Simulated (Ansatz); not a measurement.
# CH3BFNO (SMILES NC1(F)BO1) at 6 levels

We compute a comparison of 6 runs (HF/3-21G, B3LYP/6-31G*, BHLYP/6-31G*, PBE0/6-31G*, r2SCAN/6-31G*) of CH3BFNO. 

The calculation is run with Ansatz 0.2.0.

151 further runs of the same task are left out: 151 set aside as unsound or not needed.

**1. The system as given**

CH3BFNO: 8 atoms, total charge 0, spin state singlet. SMILES: `NC1(F)BO1`. One bond was lengthened or shortened from a relaxed shape.

Bond lengths: N1–C2 1.595 Å, C2–F3 1.372 Å, C2–B4 1.510 Å, C2–O5 1.462 Å, B4–O5 1.335 Å, N1–H6 1.009 Å, N1–H7 1.013 Å, B4–H8 1.182 Å. Some angles: N1–C2–F3 113.8°, N1–C2–B4 127.1°, N1–C2–O5 115.3°, F3–C2–B4 118.6°, F3–C2–O5 108.3°, B4–C2–O5 53.3°, C2–B4–O5 61.5°, C2–O5–B4 65.2°, C2–N1–H6 112.2°, C2–N1–H7 112.6°.

**2. A single-point energy at HF/3-21G (run 1)**

The input, run.yaml:

```yaml
crystal:
  periodic: [false, false, false]
  atoms:
    - {symbol: N, position_ang: [-0.503778, 1.329872, 0.255742]}
    - {symbol: C, position_ang: [0.054100, -0.061200, -0.289600]}
    - {symbol: F, position_ang: [0.122100, -0.132700, -1.658300]}
    - {symbol: B, position_ang: [0.337600, -1.307200, 0.515100]}
    - {symbol: O, position_ang: [1.346900, -0.473000, 0.255300]}
    - {symbol: H, position_ang: [-1.512278, 1.351572, 0.282542]}
    - {symbol: H, position_ang: [-0.148078, 2.123072, -0.265058]}
    - {symbol: H, position_ang: [0.177200, -2.343100, 1.061900]}
basis:
  gaussian: {orbitals: 3-21G.json}
hamiltonian: {xc: hf}
accuracy: high
output: {orbitals: {seedname: orbitals}}
```

The basis set 3-21G is read from a file made from the Basis Set Exchange's data (not shown).

The run is started by

```console
$ ansatz run run.yaml --threads 1 --pin off --max-ram 3480MiB --events-out events.jsonl --progress --plain --runs-dir runs
```

The log of the run:

```text
Warning: RAYON_NUM_THREADS=1 ignored (pool sized by the plan → 1); use --threads N
Functional definition: HF
  name "HF"
  exchange = exact_x
  correlation = 0
1197 factors; integrals over basis functions are off by at most 1.1e-8 eV
mean field evaluation 1: about -7925.2317 eV, gradient 3.8e1 eV
mean field evaluation 2: about -7925.6271 eV, gradient 3.8e1 eV
mean field evaluation 4: about -7928.9600 eV, gradient 3.5e0 eV
mean field evaluation 8: about -7929.0196 eV, gradient 4.3e-1 eV
mean field evaluation 16: about -7929.0205 eV, gradient 1.1e-8 eV
mean field -7929.02052615 eV, -291.3861298527 hartree, gradient 2.4e-8 eV, S^2 0.000000; 0 other end points of the search recorded, 0 dependent functions left out
reference -7929.02052615 eV, -291.3861298527 hartree; 19, 19 occupied and 32, 32 virtual orbitals, 1197 factors
Total energy: -7929.02052615 eV, -291.3861298527 hartree
```

Run time: 0.6 s. Hardware: 1 thread of Arm Neoverse V2, shared host; peak memory 0.11 GiB.

**3. A single-point energy at B3LYP/6-31G(d) (spherical functions) (run 2)**

The input, job.yaml:

```yaml
crystal:
  periodic: [false, false, false]
  atoms:
    - symbol: "N"
      position_ang: [-0.503778, 1.329872, 0.255742]
    - symbol: C
      position_ang: [0.054100, -0.061200, -0.289600]
    - symbol: F
      position_ang: [0.122100, -0.132700, -1.658300]
    - symbol: B
      position_ang: [0.337600, -1.307200, 0.515100]
    - symbol: O
      position_ang: [1.346900, -0.473000, 0.255300]
    - symbol: H
      position_ang: [-1.512278, 1.351572, 0.282542]
    - symbol: H
      position_ang: [-0.148078, 2.123072, -0.265058]
    - symbol: H
      position_ang: [0.177200, -2.343100, 1.061900]
basis:
  gaussian:
    orbitals: 6-31G_st_-spherical.json
hamiltonian:
  xc: {name: B3LYP}
accuracy: high
output: {orbitals: {seedname: orbitals}}
```

The basis set 6-31G* is read from a file made from the Basis Set Exchange's data (not shown).

The run is started by

```console
$ ansatz run job.yaml --threads 1 --pin off --max-ram 3480MiB --events-out events.jsonl --progress --plain --runs-dir runs
```

The log of the run:

```text
Warning: RAYON_NUM_THREADS=1 ignored (pool sized by the plan → 1); use --threads N
Functional definition: B3LYP
  name "B3LYP"
  parameter a0 = 0.2
  parameter ax = 0.72
  parameter ac = 0.81
  exchange = (1 - a0 - ax)*slater_x + ax*b88_x + a0*exact_x
  correlation = (1 - ac)*vwn_rpa_c + ac*lyp_c
1793 factors; integrals over basis functions are off by at most 3.2e-9 eV
mean field evaluation 1: about -8008.4763 eV, gradient 5.7e1 eV
mean field evaluation 2: about -7997.9085 eV, gradient 9.3e1 eV
mean field evaluation 4: about -8014.4736 eV, gradient 4.7e0 eV
mean field evaluation 8: about -8014.7247 eV, gradient 5.4e-1 eV
mean field evaluation 16: about -8014.7253 eV, gradient 4.8e-5 eV
mean field -8014.72534261 eV, -294.5357237650 hartree, gradient 3.5e-8 eV, S^2 0.000000; 0 other end points of the search recorded, 0 dependent functions left out
reference -8014.72537396 eV, -294.5357249169 hartree; 19, 19 occupied and 57, 57 virtual orbitals, 1793 factors
Total energy: -8014.72537396 eV, -294.5357249169 hartree
```

Wall time 6.6 s (1 thread of Arm Neoverse V2, shared host); peak memory 0.23 GiB.

Runs 3 to 5 aren't shown in full; the table further down has their settings and results.

**4. A single-point energy at B3LYP/6-31G(d) (Cartesian functions) (run 6)**

The input, job.yaml:

```yaml
crystal:
  periodic: [false, false, false]
  atoms:
    - {symbol: N, position_ang: [-0.503778, 1.329872, 0.255742]}
    - {symbol: C, position_ang: [0.054100, -0.061200, -0.289600]}
    - {symbol: F, position_ang: [0.122100, -0.132700, -1.658300]}
    - {symbol: B, position_ang: [0.337600, -1.307200, 0.515100]}
    - {symbol: O, position_ang: [1.346900, -0.473000, 0.255300]}
    - {symbol: H, position_ang: [-1.512278, 1.351572, 0.282542]}
    - {symbol: H, position_ang: [-0.148078, 2.123072, -0.265058]}
    - {symbol: H, position_ang: [0.177200, -2.343100, 1.061900]}
basis:
  gaussian:
    orbitals: "6-31G*"
hamiltonian:
  xc: {name: B3LYP}
accuracy: high
output:
  orbitals: {seedname: orbitals}
```

The run is started by

```console
$ ansatz run job.yaml --threads 1 --pin off --max-ram 3480MiB --events-out events.jsonl --progress --plain --runs-dir runs
```

The log of the run, cut to the lines that bear on the results:

```text
Warning: RAYON_NUM_THREADS=1 ignored (pool sized by the plan → 1); use --threads N
[... 7 set-up lines as earlier in the session ...]
1825 factors; integrals over basis functions are off by at most 2.9e-9 eV
mean field evaluation 1: about -8008.6974 eV, gradient 5.8e1 eV
mean field evaluation 2: about -7998.1039 eV, gradient 9.4e1 eV
mean field evaluation 4: about -8014.6844 eV, gradient 4.8e0 eV
mean field evaluation 8: about -8014.8413 eV, gradient 1.1e-1 eV
mean field evaluation 16: about -8014.8413 eV, gradient 2.2e-5 eV
mean field -8014.84131116 eV, -294.5399855307 hartree, gradient 8.5e-8 eV, S^2 0.000000; 0 other end points of the search recorded, 0 dependent functions left out
reference -8014.84134241 eV, -294.5399866788 hartree; 19, 19 occupied and 62, 62 virtual orbitals, 1825 factors
Total energy: -8014.84134241 eV, -294.5399866788 hartree
```

Wall time 6.6 s (1 thread of Arm Neoverse V2, shared host); peak memory 0.25 GiB.

**5. All runs side by side**

```csv
run,level,Cartesian functions,energy (Eh),HOMO energy (eV),LUMO energy (eV),HOMO–LUMO gap (eV),wall time
1,HF/3-21G,no,-291.386130,-11.51,3.26,14.77,0.6 s
2,B3LYP/6-31G* (spherical functions),no,-294.535725,-7.16,-0.63,6.53,6.6 s
3,BHLYP/6-31G* (spherical functions),no,-294.388025,-9.06,0.71,9.77,6.6 s
4,PBE0/6-31G* (spherical functions),no,-294.218133,-7.50,-0.43,7.06,6.3 s
5,r2SCAN/6-31G* (spherical functions),no,-294.385070,-6.22,-1.16,5.06,9.9 s
6,B3LYP/6-31G* (Cartesian functions),yes,-294.539987,-7.16,-0.64,6.53,6.6 s
```

**6. Outcome**

| quantity | value |
| --- | --- |
| run 6: total energy | -294.53999 Eh |
| run 6: HOMO energy | -7.16 eV |
| run 6: LUMO energy | -0.64 eV |
| run 6: HOMO–LUMO gap | 6.53 eV |

What this shows: The HOMO–LUMO gap runs from 5.06 eV (r2SCAN/6-31G*) to 14.77 eV (HF/3-21G). The two ends differ in method and basis. Totals of different functionals can't be ranked against each other. All runs together took 37 s, the longest 9.9 s.
